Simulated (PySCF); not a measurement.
# C2H9BClN: the cost of one run

Programs: PySCF 2.14.0, with density-fitted response routines of our own. Each step states its level of theory. These are calculated values for one molecule in the gas phase, unless marked as measured. Atoms count from 0, in the outputs and in this text.

## 1. Starting geometry

14 atoms, charge 0, multiplicity 1; geometry from: PBE0-D3(BJ)/def2-SVP.

Bonds of the start (Å): C0–C1 1.53, C1–B2 1.60, B2–N3 1.63, B2–Cl4 1.87, C0–H5 1.10, C0–H6 1.10, C0–H7 1.11, C1–H8 1.10, C1–H9 1.11, B2–H10 1.22, N3–H11 1.02, N3–H12 1.02, N3–H13 1.02.

## 2. Shielding tensors: HF/pcSseg-1

Job settings and geometry (Å):

```
{"job": {"kind": "nmr", "xc": "HF", "basis": "pcSseg-1", "pop": false}, "charge": 0, "multiplicity": 1}
C     -1.535506     0.577203     0.519289
C     -0.856462    -0.249628    -0.569507
B      0.555555    -0.878150    -0.148330
N      1.600712     0.345565     0.130261
Cl     1.391929    -1.809564    -1.534957
H     -2.516008     0.971533     0.207284
H     -1.696723    -0.019534     1.431817
H     -0.937221     1.459133     0.817735
H     -1.513412    -1.090018    -0.851290
H     -0.752273     0.350461    -1.494396
H      0.552362    -1.529079     0.886942
H      1.281927     0.938348     0.899169
H      2.522459    -0.029674     0.358848
H      1.696759     0.920368    -0.710134
```

Level: GIAO HF/pcSseg-1 NMR shielding, non-relativistic, gas phase.

On the command line:

```console
$ OMP_NUM_THREADS=1 python probes_run.py task.json out
```

The driver reads the jobs from task.json and runs them one after another.

Q: Estimate the wall time and peak memory of this first job on 1 thread of Intel Xeon Platinum 8488C, shared host.

About 4.4 s, with a peak of 0.71 GiB.
